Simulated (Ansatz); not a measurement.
# C3H5OSi radical: small, medium and large basis sets

The task here is to estimate one member of a computed series from the others.

The runs use Ansatz 0.2.0, Gaussian basis; one geometry, several basis sets.

The runs, in order: PBE0-D4/def2-SVP; ωB97M-V/def2-SVP; PBE0-D4/def2-QZVPP; ωB97M-V/def2-QZVPP; the functionals' def2-TZVPP values are taken from earlier runs.

1 further run of the same task is left out (it didn't finish).

## The geometry

All runs share one geometry, relaxed beforehand with PBE0-D4 in a triple-zeta def2 set.

SMILES `[C]#C[SiH2]OC`, 10 atoms, charge 0, spin multiplicity 2.

Atoms are counted from 1 here; the program's logs count them from 0.

Bond lengths: C1–C2 1.213 Å, C2–Si3 1.835 Å, Si3–O4 1.632 Å, Si3–H6 1.485 Å, Si3–H7 1.476 Å, O4–C5 1.411 Å, C5–H8 1.091 Å, C5–H9 1.096 Å, C5–H10 1.095 Å. Angles: C1–C2–Si3 178.5°, C2–Si3–O4 110.6°, C2–Si3–H6 106.5°, C2–Si3–H7 109.3°, O4–Si3–H6 111.5°, O4–Si3–H7 106.9°, H6–Si3–H7 111.9°, Si3–O4–C5 123.5°, O4–C5–H8 108.0°, O4–C5–H9 111.4°, O4–C5–H10 111.1°, H8–C5–H9 108.6°, H8–C5–H10 108.8°, H9–C5–H10 108.8°.

The first run:

in.yaml

```yaml
crystal:
  periodic: [false, false, false]
  atoms:
    - {symbol: C, position_ang: [1.368221, -2.646978, 0.612424]}
    - {symbol: C, position_ang: [1.304450, -1.472285, 0.315265]}
    - {symbol: Si, position_ang: [1.172110, 0.309115, -0.104237]}
    - {symbol: O, position_ang: [-0.274394, 0.633489, -0.786463]}
    - {symbol: C, position_ang: [-1.509510, 0.396983, -0.145515]}
    - {symbol: H, position_ang: [1.355205, 1.057360, 1.165593]}
    - {symbol: H, position_ang: [2.204720, 0.654758, -1.101237]}
    - {symbol: H, position_ang: [-2.303987, 0.758846, -0.799108]}
    - {symbol: H, position_ang: [-1.572596, 0.929319, 0.810252]}
    - {symbol: H, position_ang: [-1.661119, -0.671805, 0.036129]}
basis:
  gaussian: {orbitals: def2-SVP}
magnetization: {spin_polarized: true, initial_magnetization: 1}
hamiltonian: {xc: pbe0, dispersion: d4}
output: {orbitals: {seedname: orbitals}}
```

Steps of the session up to this table: PBE0-D4 in def2-SVP; ωB97M-V in def2-SVP; PBE0-D4 in def2-QZVPP; ωB97M-V in def2-QZVPP.

One table of the session follows, with a row left open; its other results are not shown here.

It belongs to the step «Functionals by basis». 

| functional | basis | HOMO (eV) | LUMO (eV) |
| --- | --- | --- | --- |
| PBE0-D4 | def2-SVP | -8.24 | -4.63 |
| PBE0-D4 | def2-TZVPP | -8.31 | -4.79 |
| PBE0-D4 | def2-QZVPP | -8.33 | -4.80 |
| ωB97M-V | def2-SVP | ? | ? |
| ωB97M-V | def2-TZVPP | -10.56 | -2.98 |
| ωB97M-V | def2-QZVPP | -10.57 | -3.02 |

**Question.** Estimate the row for ωB97M-V, def2-SVP.

As computed: HOMO (eV): -10.44; LUMO (eV): -2.71. In the column «HOMO (eV)» it lies between ωB97M-V, def2-TZVPP (-10.56) and PBE0-D4, def2-QZVPP (-8.33).
